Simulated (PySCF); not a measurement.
# FeH2S2 (Fe(SH)2): the cost of one run

Computed with PySCF 2.14.0 and routines of our own; the level stands in each step. Atoms count from 0.

### 1 The system as given

5 atoms, charge 0, states of the metal's open shell are computed; geometry from: model start, shaken.

### 2 Optimising the geometry at PBE0-D3(BJ)/def2-TZVP

What the job is given:

```
{"job": {"xc": "PBE0", "basis": "def2-TZVP", "d3": "d3bj", "grid": 1, "maxiter": 45, "kind": "geom"}, "charge": 0, "metal": "Fe", "open_shell": "d6"}
Fe     0.000020     0.004480    -0.004110
S     -0.013360    -0.006820     2.265130
H      1.320900     0.020100     2.522620
S     -0.009310     0.007350    -2.274650
H     -1.318420    -0.013960    -2.530440
```

On the command line:

```console
$ OMP_NUM_THREADS=1 python lf_run.py task.json out
```

The driver reads the jobs from task.json and runs them one after another.

Q: Estimate the wall time and peak memory of this first job on 1 thread of Arm Neoverse V2, shared host.

About 2.2 min, with a peak of 0.5 GiB.
